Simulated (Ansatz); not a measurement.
# C: the cost of one run

Computed with Ansatz 0.2.0 (DFT r2SCAN, scalar-relativistic, plane waves, PAW, unless a step's input says otherwise).

## 1. The system as given

Symmetry: Fd-3m, No. 227, cubic system. The conventional cell has a = 3.567 Å, b = 3.567 Å, c = 3.567 Å, α = 90.00°, β = 90.00°, γ = 90.00°. C (site symmetry -43m) has 4 C at 1.54 Å as nearest neighbours.

Structure file:

```xyz
2
Lattice="0.0000 1.7834 1.7834 1.7834 0.0000 1.7834 1.7834 1.7834 0.0000" Properties=species:S:1:pos:R:3 pbc="T T T"
C     1.7834    1.7834    1.7834
C     2.6751    2.6751    2.6751
```

The cell is taken as given, not relaxed at this level.

## 2. The reference cell

The reference gives a free energy of -503.1111 eV, pressure -2.44 GPa, largest force 0.000 eV/Å and gap on the mesh 4.37 eV. It was computed beforehand with the settings of the runs below.

## 3. Next: a two-dimensional strain map

The cell is strained by p along both x and y and by q along z, with fractional coordinates fixed.

## 4. Point p = -0.030, q = -0.030

The input, input.yaml:

```yaml
crystal:
  lattice:
    - [0.0, 1.729898, 1.729898]
    - [1.729898, 0.0, 1.729898]
    - [1.729898, 1.729898, 0.0]
  atoms:
    - { symbol: C, position: [0.5, 0.5, 0.5] }
    - { symbol: C, position: [0.75, 0.75, 0.75] }
basis:
  ecutwfc: 500
kpoints:
  mp_grid: { grid: [12, 12, 12] }
hamiltonian:
  xc: r2scan
scf:
  occupations: { method: gaussian, width: 0.05 }
output:
  forces: true
  stress: true
  eigenvalues: true
```

Q: Estimate wall time and peak memory on 1 thread of an Arm CPU, shared host.

About 1.2 s, with a peak of 0.24 GiB.
